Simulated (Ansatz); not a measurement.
# C2H6OSSi: the cost of one run

Method: RKS B3LYP-D4/def2-SVP, in Ansatz 0.2.0.

**1. The starting structure**

Bond lengths: O1–C2 1.177 Å, C2–Si3 1.857 Å, Si3–C4 1.821 Å, C4–S5 1.849 Å, C2–H6 1.101 Å, Si3–H7 1.545 Å, Si3–H8 1.526 Å, C4–H9 1.138 Å, C4–H10 1.020 Å, S5–H11 1.375 Å. Angles (14 of 16 angles, heavy atoms first): O1–C2–Si3 117.8°, C2–Si3–C4 116.4°, Si3–C4–S5 110.4°, O1–C2–H6 124.5°, Si3–C2–H6 117.7°, C2–Si3–H7 109.9°, C2–Si3–H8 111.3°, C4–Si3–H7 108.4°, C4–Si3–H8 108.4°, Si3–C4–H9 106.3°, Si3–C4–H10 114.5°, S5–C4–H9 105.5°, S5–C4–H10 109.5°, C4–S5–H11 97.8°.

Structure file:

```xyz
11

O    -1.8583    0.0626    1.0979
C    -0.7961    0.2516    1.5678
Si    0.6312    0.5048    0.4079
C     0.3748   -0.0161   -1.3184
S    -0.0423   -1.8157   -1.3945
H    -0.5862    0.2647    2.6482
H     1.8858   -0.2135    0.9532
H     1.0961    1.9580    0.4084
H    -0.5561    0.5275   -1.6815
H     1.1605    0.1773   -1.9395
H    -1.2440   -1.7582   -0.7288
```

**2. Relaxing end A**

Input file input.yaml:

```yaml
crystal:
  periodic: [false, false, false]
  atoms:
    - { symbol: O, position_ang: [-1.8583, 0.0626, 1.0979] }
    - { symbol: C, position_ang: [-0.7961, 0.2516, 1.5678] }
    - { symbol: Si, position_ang: [0.6312, 0.5048, 0.4079] }
    - { symbol: C, position_ang: [0.3748, -0.0161, -1.3184] }
    - { symbol: S, position_ang: [-0.0423, -1.8157, -1.3945] }
    - { symbol: H, position_ang: [-0.5862, 0.2647, 2.6482] }
    - { symbol: H, position_ang: [1.8858, -0.2135, 0.9532] }
    - { symbol: H, position_ang: [1.0961, 1.958, 0.4084] }
    - { symbol: H, position_ang: [-0.5561, 0.5275, -1.6815] }
    - { symbol: H, position_ang: [1.1605, 0.1773, -1.9395] }
    - { symbol: H, position_ang: [-1.244, -1.7582, -0.7288] }
basis:
  gaussian: { orbitals: def2-SVP }
hamiltonian:
  xc: b3lyp
  dispersion: d4
relax:
  f_tol: 0.015
  max_steps: 40
```

Command:

```
> ansatz run input.yaml --threads 2 --pin off --max-ram 3072MiB --backend cpu --events-out ev --progress --plain --runs-dir out
```

Q: Estimate wall time and peak memory on 2 threads of Arm Neoverse V1, shared host.

About 33 s, with a peak of 0.24 GiB.
